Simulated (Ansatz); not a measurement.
# Ta5Br3: the cost of one run

Method: DFT PBE, scalar-relativistic, plane waves, PAW, unless a step names another level, in Ansatz 0.2.0.

4 further runs of the same task are left out: 3 that didn't finish, 1 set aside as unsound or not needed. Runs told in other sessions of the task aren't counted.

## (1) The starting structure

It takes space group P-3m1 (No. 164, trigonal). The conventional cell has a = 3.309 Å, b = 3.309 Å, c = 39.206 Å, α = 90.00°, β = 90.00°, γ = 120.00°. Around Ta (site symmetry 3m) lie 3 Br at 2.71 Å and 3 Ta at 2.81 Å. Around Ta (site symmetry 3m) lie 6 Ta at 2.81 Å. Ta (site symmetry 3m) is surrounded by 3 Br at 2.72 Å and 3 Ta at 2.79 Å. Ta (site symmetry 3m) is surrounded by 6 Ta at 2.79 to 2.91 Å. Br (site symmetry 3m) has 3 Ta at 2.71 Å in its first shell of neighbours. Br (site symmetry 3m) is surrounded by 3 Ta at 2.72 Å.

Structure file:

```
CELL_PARAMETERS angstrom
3.30889 0.00000 0.00000
-1.65444 2.86558 0.00000
0.00000 0.00000 39.20584
ATOMIC_POSITIONS crystal
Ta 0.00000 0.00000 0.39482
Ta 0.33333 0.66667 0.28941
Ta 0.66667 0.33333 0.34212
Ta 0.00000 0.00000 0.60518
Ta 0.66667 0.33333 0.71059
Ta 0.33333 0.66667 0.65788
Ta 0.00000 0.00000 0.92021
Ta 0.66667 0.33333 0.97209
Ta 0.00000 0.00000 0.07979
Ta 0.33333 0.66667 0.02791
Br 0.33333 0.66667 0.44379
Br 0.00000 0.00000 0.24043
Br 0.66667 0.33333 0.55621
Br 0.00000 0.00000 0.75957
Br 0.33333 0.66667 0.87093
Br 0.66667 0.33333 0.12907
```

It came out lowest among 14 distinct ends of the trial cells. At a tolerance of 0.05 Å it has space group P-3m1 (No. 164).

## (2) Bands, states and charges

File input.yaml:

```yaml
crystal:
  lattice:
    - [3.3088875523, 0.0, 0.0]
    - [-1.6544437762, 2.8655806786, 0.0]
    - [0.0, 0.0, 39.2058432549]
  atoms:
    - { symbol: Ta, position: [0.0, 0.0, 0.3948179256] }
    - { symbol: Ta, position: [0.3333333333, 0.6666666667, 0.2894127077] }
    - { symbol: Ta, position: [0.6666666667, 0.3333333333, 0.3421159328] }
    - { symbol: Ta, position: [0.0, 0.0, 0.6051820744] }
    - { symbol: Ta, position: [0.6666666667, 0.3333333333, 0.7105872923] }
    - { symbol: Ta, position: [0.3333333333, 0.6666666667, 0.6578840672] }
    - { symbol: Ta, position: [0.0, 0.0, 0.9202118958] }
    - { symbol: Ta, position: [0.6666666667, 0.3333333333, 0.9720893291] }
    - { symbol: Ta, position: [0.0, 0.0, 0.0797881042] }
    - { symbol: Ta, position: [0.3333333333, 0.6666666667, 0.0279106709] }
    - { symbol: Br, position: [0.3333333333, 0.6666666667, 0.4437881883] }
    - { symbol: Br, position: [0.0, 0.0, 0.2404347199] }
    - { symbol: Br, position: [0.6666666667, 0.3333333333, 0.5562118117] }
    - { symbol: Br, position: [0.0, 0.0, 0.7595652801] }
    - { symbol: Br, position: [0.3333333333, 0.6666666667, 0.8709302258] }
    - { symbol: Br, position: [0.6666666667, 0.3333333333, 0.1290697742] }
basis:
  ecutwfc: 420
kpoints:
  mp_grid: { grid: [12, 12, 1] }
  band_path:
    path:
      - [[0.0, 0.0, 0.0], [0.5, 0.0, 0.0], [0.33333333, 0.33333333, 0.0], [0.0, 0.0, 0.0], [0.0, 0.0, 0.5], [0.5, 0.0, 0.5], [0.33333333, 0.33333333, 0.5], [0.0, 0.0, 0.5]]
      - [[0.5, 0.0, 0.5], [0.5, 0.0, 0.0]]
      - [[0.33333333, 0.33333333, 0.5], [0.33333333, 0.33333333, 0.0]]
    npoints: 10
hamiltonian:
  xc: pbe
scf:
  occupations: { method: gaussian, width: 0.1 }
  n_extra_bands: 40
output:
  forces: true
  stress: true
  eigenvalues: true
  populations: true
  dos: { projected: true, de: 0.02, nscf_kmesh: { grid: [15, 15, 2] } }
  bader: false
```

Launch:

```console
ansatz run input.yaml --threads 1 --pin off --max-ram 2560MiB --backend cpu --events-out ev --progress --plain --runs-dir out
```

What time and memory should one allow on 1 thread of AMD EPYC (Zen 3), shared host?

About 12 min, with a peak of 1.7 GiB.
